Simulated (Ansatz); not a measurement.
# Si3N4: the cost of one run

Computed with Ansatz 0.2.0 (DFT PBE, scalar-relativistic, plane waves, PAW, unless a step's input says otherwise).

1 further run of the same task is left out (set aside as unsound or not needed). Runs told in other sessions of the task aren't counted.

## 1. The starting structure

Symmetry: Fd-3m, No. 227, cubic system. The conventional cell has a = 7.789 Å, b = 7.789 Å, c = 7.789 Å, α = 90.00°, β = 90.00°, γ = 90.00°. Si (site symmetry -3m) is surrounded by 6 N at 1.89 Å. Si (site symmetry -43m) is surrounded by 4 N at 1.79 Å. N (site symmetry 3m) has 4 Si at 1.79 to 1.89 Å in its first shell of neighbours.

As a file:

```cif
data_structure
_symmetry_space_group_name_H-M 'Fd-3m:1'
_symmetry_Int_Tables_number 227
_cell_length_a 7.7892
_cell_length_b 7.7892
_cell_length_c 7.7892
_cell_angle_alpha 90.000
_cell_angle_beta 90.000
_cell_angle_gamma 90.000
_cell_volume 472.59
loop_
_atom_site_label
_atom_site_type_symbol
_atom_site_symmetry_multiplicity
_atom_site_Wyckoff_symbol
_atom_site_fract_x
_atom_site_fract_y
_atom_site_fract_z
_atom_site_occupancy
Si1 Si 16 d 0.37500 0.87500 0.12500 1
Si2 Si 8 a 0.25000 0.25000 0.25000 1
N1 N 32 e 0.36754 0.86754 0.36754 1
```

It goes back to an entry of the Materials Project.

It is the result of an earlier relaxation at this level (volume 8.44 Å³/atom; gap on the mesh: 3.34 eV).

## 2. Bands, states and charges

Input file input.yaml:

```yaml
crystal:
  lattice:
    - [0.0, 3.8946186242, 3.8946186242]
    - [3.8946186242, 0.0, 3.8946186242]
    - [3.8946186242, 3.8946186242, 0.0]
  atoms:
    - { symbol: Si, position: [0.125, 0.125, 0.625] }
    - { symbol: Si, position: [0.125, 0.625, 0.125] }
    - { symbol: Si, position: [0.625, 0.125, 0.125] }
    - { symbol: Si, position: [0.125, 0.125, 0.125] }
    - { symbol: Si, position: [0.75, 0.75, 0.75] }
    - { symbol: Si, position: [0.5, 0.5, 0.5] }
    - { symbol: "N", position: [0.3675422895, 0.3675422895, 0.3675422895] }
    - { symbol: "N", position: [0.3526268684, 0.8824577105, 0.8824577105] }
    - { symbol: "N", position: [0.8824577105, 0.8824577105, 0.3526268684] }
    - { symbol: "N", position: [0.8824577105, 0.3526268684, 0.8824577105] }
    - { symbol: "N", position: [0.3675422895, 0.3675422895, 0.8973731316] }
    - { symbol: "N", position: [0.3675422895, 0.8973731316, 0.3675422895] }
    - { symbol: "N", position: [0.8824577105, 0.8824577105, 0.8824577105] }
    - { symbol: "N", position: [0.8973731316, 0.3675422895, 0.3675422895] }
basis:
  ecutwfc: 420
kpoints:
  mp_grid: { grid: [6, 6, 6] }
  band_path:
    path:
      - [[0.0, 0.0, 0.0], [0.5, 0.0, 0.5], [0.625, 0.25, 0.625]]
      - [[0.375, 0.375, 0.75], [0.0, 0.0, 0.0], [0.5, 0.5, 0.5], [0.5, 0.25, 0.75], [0.5, 0.0, 0.5]]
    npoints: 10
hamiltonian:
  xc: pbe
scf:
  occupations: { method: gaussian, width: 0.02 }
  n_extra_bands: 35
output:
  forces: true
  stress: true
  eigenvalues: true
  populations: true
  dos: { projected: true, de: 0.02, nscf_kmesh: { grid: [9, 9, 9] } }
  bader: false
  write_density: true
  write_potential: true
  elf: true
  volumetric_format: npy
```

Launch:

```sh
$ ansatz run input.yaml --threads 4 --pin off --max-ram 10240MiB --backend cpu --events-out ev --progress --plain --runs-dir out
```

Q: Estimate wall time and peak memory on 4 threads of Intel Xeon at 2.50GHz (Skylake/Cascade Lake), shared host.

About 20 s, with a peak of 0.65 GiB.
